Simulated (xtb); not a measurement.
# [CuCl2]− (SMILES [Cl][Cu-][Cl]) at GFN2-xTB (hydrogen mass 1 u, md dump 20 fs, md temperature 500 K, md time 0.2 ps)

Wanted: a short trajectory of [CuCl2]−. 

The calculation is run with xtb 6.7.1.

2 further runs of the same task are left out: 2 set aside as unsound or not needed.

### 1 The structure to begin with

[CuCl2]−: 3 atoms, total charge -1, spin state singlet. SMILES: `[Cl][Cu-][Cl]`. Geometry: optimised at GFN2-xTB. The run starts from this shape.

Bond lengths: Cu1–Cl2 2.085 Å, Cu1–Cl3 2.085 Å. Angles: Cl2–Cu1–Cl3 180.0°.

### 2 Molecular dynamics at GFN2-xTB (hydrogen mass 1 u, md dump 20 fs, md temperature 500 K, md time 0.2 ps)

xtb.inp reads:

```
$md
   temp=500
   time=0.2
   step=0.25
   dump=20
   hmass=1
   shake=0
   nvt=false
$end
```

mol.coord reads:

```
$coord
     -0.000018897261     -0.000000000000      0.000000000000  cu
     -0.029366343977     -0.037208707394      3.939171901305  cl
      0.029366343977      0.037208707394     -3.939190798566  cl
$end
```

Launch:

```
$ xtb mol.coord -I xtb.inp --md --chrg -1 --gfn 2 > run.log
```

What values should one expect? Wanted: potential energy of the last frame.

Computed results:

Level: GFN2-xTB (hydrogen mass 1 u, md dump 20 fs, md temperature 500 K, md time 0.2 ps).

| quantity | value |
| --- | --- |
| potential energy of the last frame | -13.33363 Eh |
